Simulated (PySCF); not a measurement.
**RbCa: from the state search to spectroscopic constants**

What are the lowest state that PBE0 finds, the bond length, vibrational wavenumber and bond energy of RbCa, and how much do these hang on the method?

The runs use PySCF 2.14.0; Rb def2-SVP with ECP28, Ca def2-SVP, scalar-relativistic core potentials.

**1. The job**

The job is set up so:

* atoms: Rb, Ca
* charge: 0
* basis: Rb def2-SVP with ECP28, Ca def2-SVP
* Hamiltonian: scalar-relativistic core potentials
* basis functions: 48
* electrons treated: 29
* masses in u: 84.9118, 39.9626
* levels: PBE0, PBE, r²SCAN, MN15, BHandHLYP, revPBE, HSE06, HF, MP2, SCS-MP2, CCSD, CCSD(T)
* grid: 80 radial by 434 angular points
* occupations: held fixed by the projection of orbital angular momentum
* dissociation limit: Rb + Ca, each in its ground configuration
* starting distance in angstrom: 3.650
* values of 2S to try: 1, 3

Launch:

```sh
$ OMP_NUM_THREADS=1 python dia.py task.json out
```

Further steps of the session: The PBE0 curve of the state that the search chose; Higher solutions at PBE0; PBE (GGA); r²SCAN (meta-GGA); MN15 (hybrid meta-GGA); BHandHLYP; revPBE; HSE06 (range-separated hybrid); ROHF (mean field); Correlated methods on the Hartree–Fock reference.

**Question.** What will these runs give? Wanted: for each run, Re; ωe; De; μ.

As calculated:

Lowest PBE0 solution found, without spin–orbit coupling: ²Σ⁺ (doublet), unpaired electrons σ ↑. State 3 has its PBE0 minimum 1.60 eV higher. The other levels ran on the lowest alone.

| level | Re (Å) | ωe (cm⁻¹) | De (eV) | μ (D) |
| --- | --- | --- | --- | --- |
| ROHF-MP2 | 4.792 | 35.8 | 0.090 | n/a |
| ROHF-SCS-MP2 | 4.877 | 32.9 | 0.074 | n/a |
| ROHF-CCSD | 4.689 | 40.3 | 0.102 | n/a |
| ROHF-CCSD(T) | 4.620 | 43.9 | 0.120 | n/a |
| PBE | 4.400 | 62.4 | 0.244 | -2.26 |
| revPBE | 4.478 | 59.5 | 0.215 | -2.50 |
| r²SCAN | 4.467 | 61.5 | 0.250 | -3.14 |
| PBE0 | 4.441 | 60.5 | 0.211 | -2.57 |
| HSE06 | 4.444 | 59.8 | 0.213 | -2.37 |
| MN15 | 4.583 | 43.6 | 0.181 | -1.20 |
| BHandHLYP | 4.628 | 45.8 | 0.083 | -1.41 |

De is counted to Rb + Ca in their ground configurations. A positive dipole means Rb(−)Ca(+). No constants: ROHF (no minimum is bracketed among the points kept).

The methods spread over 0.477 Å in bond length, from PBE to ROHF-SCS-MP2. CCSD(T) can't serve as the judge here: for a weak bond in this basis it is far from its limit. Among the levels with a De in the table, it runs from 0.074 eV (ROHF-SCS-MP2) to 0.250 eV (r²SCAN).

Correlated steps freeze 5 core orbitals. The bond is weak, and basis-set superposition, which was not computed, may be a sizeable part of it. Spin–orbit coupling is left out.
